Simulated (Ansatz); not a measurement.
# AlClFH3Si, SMILES [F][Al]([SiH3])[Cl]: vertical spin-state energies

With the Python package of Ansatz (0.2.0).

Typed at the interpreter:
```pycon
>>> import ansatz as az
>>> geometry = (
...     az.Crystal.molecule()
...     .atom("F", [-0.3472, -2.5667, 0.922])
...     .atom("Al", [-0.7588, -1.0386, -0.0422])
...     .atom("Si", [0.6546, 0.8293, 0.076])
...     .atom("Cl", [-2.4731, -0.9443, -1.3366])
...     .atom("H", [2.0351, 0.4302, -0.3736])
...     .atom("H", [0.7484, 1.3182, 1.4789])
...     .atom("H", [0.2023, 1.904, -0.7703])
... )
>>> calc = (
...     geometry.calculation()
...     .basis(gaussian="cc-pVDZ")
...     .correlation("mp2")
... )
>>> found = {}
>>> for unpaired in [0, 2]:
...     data = calc.spin("collinear", total=unpaired).run().report
...     s = unpaired / 2
...     found[unpaired] = data["free_energy_ev"]
...     print(f"2S+1 = {unpaired + 1}: E = {found[unpaired]:.5f} eV, <S^2> = {abs(data['mean_field']['state']['spin_squared']):.3f} (pure state {s * (s + 1):.2f})")
...
2S+1 = 1: E = -29719.03087 eV, <S^2> = 0.000 (pure state 0.00)
2S+1 = 3: E = -29714.03670 eV, <S^2> = 2.007 (pure state 2.00)
>>> lowest = min(found, key=found.get)
>>> for unpaired, e in found.items():
...     print(f"multiplicity {unpaired + 1}: {23.060548 * (e - found[lowest]):.1f} kcal/mol above the lowest")
...
multiplicity 1: 0.0 kcal/mol above the lowest
multiplicity 3: 115.2 kcal/mol above the lowest
```

In order: multiplicity 1 (+0.00 eV) and multiplicity 3 (+4.99 eV), all at the one geometry.

Caveats:
- Total energies depend on the basis set; only differences at equal settings carry meaning.
- The geometry is a force-field or estimated start, not a minimum of this method, and the basis set is short of its limit. All parts are taken at fixed geometry, without zero-point energy.
- S² is that of the Hartree-Fock reference.
- Wall time of the script: 13 s on 1 thread of Arm Neoverse V1, with other jobs on the host, peak memory 0.29 GiB.

(Lines on the test bed's own set-up are left out of the output.)
